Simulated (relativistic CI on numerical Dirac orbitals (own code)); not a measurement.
# Au XXXIX (Au³⁸⁺): levels and lines

What are the lowest levels and the strongest lines of Au³⁸⁺? One CI run answers it; runs with one setting changed show what the result hangs on.

The numbers are computed with relativistic CI on numerical Dirac orbitals (own code) version 4 (Dirac-Coulomb-Breit CI, KLI orbitals optimised for each configuration, model QED (radiative potential, 1s self-energy scaled to tabulated hydrogen-like ionisation energies)), except any that are marked as measured or tabulated.

### 1 The system

```
ion                       : Au³⁸⁺ (Au XXXIX)
nuclear charge            : 79
electrons                 : 41
isotope                   : A = 197
first configuration typed : [Kr] 4d5
```

The outer shells:

first configuration typed
```
[Kr] core
4d [↑ ][↑ ][↑ ][↑ ][↑ ]
```

### 2 Base run

The run's settings:

```ini
atom Au  Z=79  charge=38  electrons=41
nucleus A=197  rms_radius_fm=5.4371
hamiltonian dirac-coulomb  breit=on  qed=on  c_scale=1
orbitals kli  potential=per-configuration
slater_scale 1
correlation none
mixing on
configurations
  [Kr] 4d5
  [Kr] 4d4 4f
  [Ar] 3d10 4s2 4p5 4d6
  [Ar] 3d10 4s 4p6 4d6
  [Ar] 3d10 4s2 4p5 4d5 4f
  [Ar] 3d10 4s 4p6 4d5 4f
  [Kr] 4d4 5s
  [Kr] 4d3 4f 5s
  [Kr] 4d4 5p
  [Kr] 4d4 5d
  [Ar] 3d10 4s2 4p5 4d5 5s
  [Ar] 3d10 4p6 4d6 4f
  [Kr] 4d4 5f
  [Kr] 4d3 5s 5p
  [Ar] 3d10 4s 4p6 4d4 4f 5s
  [Kr] 4d4 5g
  [Kr] 4d4 6s
  [Ar] 3d10 4p6 4d7
  [Ar] 3d10 4p5 4d8
  [Ar] 3d10 4p5 4d7 4f
  [Kr] 4d3 5s2
  [Kr] 4d2 4f 5s2
  [Ar] 3d10 4s2 4p5 4d3 4f 5s2
  [Ar] 3d10 4s 4p6 4d3 4f 5s2
end
```

The run is started by

```bash
$ python run_levels.py task.json out
```

The settings of every run stand in task.json; they run in order.

### 3 Without QED terms

Settings: those of step 2 with these lines changed.

```diff
@@ -2,3 +2,3 @@
 nucleus A=197  rms_radius_fm=5.4371
-hamiltonian dirac-coulomb  breit=on  qed=on  c_scale=1
+hamiltonian dirac-coulomb  breit=on  qed=off  c_scale=1
 orbitals kli  potential=per-configuration
```

### 4 The first 3 configurations alone

The run's settings:

```ini
atom Au  Z=79  charge=38  electrons=41
nucleus A=197  rms_radius_fm=5.4371
hamiltonian dirac-coulomb  breit=on  qed=on  c_scale=1
orbitals kli  potential=per-configuration
slater_scale 1
correlation none
mixing on
configurations
  [Kr] 4d5
  [Kr] 4d4 4f
  [Ar] 3d10 4s2 4p5 4d6
end
```

(Steps that only read results are left out.)

What does the calculation give? Wanted: lowest level; first excitation; lowest level of the other parity; fastest E1 line; ionisation energy.

As calculated:

| run | time | mean size of shift, levels followed (cm⁻¹) | lowest level | ionisation energy (eV) |
| --- | --- | --- | --- | --- |
| main run | 18 s | 0 | 4d5 [4d5/2] J=5/2 | 1758.4 |
| without QED terms | 16 s | 610 | 4d5 [4d5/2] J=5/2 | 1758.3 |
| the first 3 configurations alone | 0.78 s | 2998 | 4d5 [4d5/2] J=5/2 | - |

The tabulated theoretical ionisation energy (NIST) is 1758 eV.

```
                                                                          quantity                                                   value
                                                                      lowest level                                       4d5 [4d5/2] J=5/2
                                                                  first excitation                4d5 [4d3/2^3 4d5/2^2] J=5/2, 153649 cm⁻¹
                                                  lowest level of the other parity            4p5 4d6 [4p3/2^3 4d5/2^2] J=11/2°, 202.60 eV
                                                               levels in the model                                                   10805
fastest E1 line (by rate) to the lowest level among the lowest 400 of 10805 levels  4.402 nm, from 4d4 4f [4d3/2^3 4d5/2 4f5/2] J=7/2° (v)
                                                                 ionisation energy                                               1758.4 eV
                                   ionisation energy, tabulated theoretical (NIST)                                                 1758 eV
```

In words: The lowest level is 4d5 [4d5/2] J=5/2, 26 % pure in LS and 94 % in jj coupling; over the low levels the means are 45 and 94 %, so jj coupling describes them better. The ionisation energy agrees with the tabulated theoretical value within its uncertainty of 4 eV. Of the changes tried, the run «the first 3 configurations alone» moves the low levels most, by 2998 cm⁻¹ on average. Lifetimes count radiative decay inside the model alone.
